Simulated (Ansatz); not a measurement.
Relaxation of a periodic cell of 17 atoms, Rb (host Rb, host structure bcc, interstitial Rb), to a largest force component of 0.03 eV/Å in at most 60 steps.

Method: DFT PBEsol, scalar-relativistic, plane waves, PAW (Ansatz 0.2.0). Settings: cutoff 420 eV, k mesh 2x2x2, gaussian smearing 0.05 eV, no spin polarisation.

```xyz
17
Lattice="11.1800 0.0000 0.0000 0.0000 11.1800 0.0000 0.0000 0.0000 11.1800" Properties=species:S:1:pos:R:3
Rb 0.000 0.000 0.000
Rb 5.590 0.000 0.000
Rb 0.000 5.590 0.000
Rb 0.000 0.000 5.590
Rb 2.795 2.795 2.795
Rb 5.590 5.590 0.000
Rb 5.590 0.000 5.590
Rb 8.385 2.795 2.795
Rb 0.000 5.590 5.590
Rb 2.795 8.385 2.795
Rb 2.795 2.795 8.385
Rb 5.590 5.590 5.590
Rb 8.385 8.385 2.795
Rb 8.385 2.795 8.385
Rb 2.795 8.385 8.385
Rb 8.385 8.385 8.385
Rb 0.025 7.028 2.829
```

Q: Where does it end, and by what steps?

A: The run converged. The force dipped under the threshold on the way, but the program's further checks kept it going. Limits of this set-up: coarse k mesh. After 8 steps the energy has fallen by 1.518 eV; Rb10 moved furthest, 0.95 Å. Parted: Rb3–Rb10 (4.84 → 6.33 Å), Rb3–Rb13 (4.84 → 6.23 Å), Rb9–Rb10 (4.84 → 6.43 Å), Rb9–Rb13 (4.84 → 6.33 Å).

```tsv
step	energy less start (eV)	largest force component (eV/Å)	accepted
0	0.0000	1.075	yes
1	-0.5245	0.780	yes
2	-1.0370	0.485	yes
3	-1.3421	0.241	yes
4	-1.4794	0.081	yes
5	-1.5131	0.013	yes
6	-1.5141	0.010	yes
7	-1.5158	0.009	yes
8	-1.5177	0.014	yes
```

```xyz
17
Lattice="11.1800 0.0000 0.0000 0.0000 11.1800 0.0000 0.0000 0.0000 11.1800" Properties=species:S:1:pos:R:3
Rb -0.011 -0.057 -0.002
Rb 5.615 0.211 -0.209
Rb -0.013 4.963 -0.561
Rb -0.011 -0.036 5.588
Rb 2.791 2.836 2.784
Rb 5.560 5.653 0.045
Rb 5.616 0.244 5.783
Rb 8.383 2.856 2.784
Rb -0.014 4.867 6.197
Rb 3.405 9.113 2.785
Rb 2.986 2.559 8.411
Rb 5.560 5.634 5.533
Rb 7.824 9.016 2.785
Rb 8.176 2.589 8.413
Rb 2.736 8.342 8.355
Rb 8.429 8.324 8.355
Rb 0.072 6.994 2.865
```

Whether the end is a true minimum wasn't checked by a vibrational analysis.

The run took 52 s on 4 threads of Intel(R) Xeon(R) 6975P-C (Granite Rapids), on a shared host, peak memory 3 GiB.
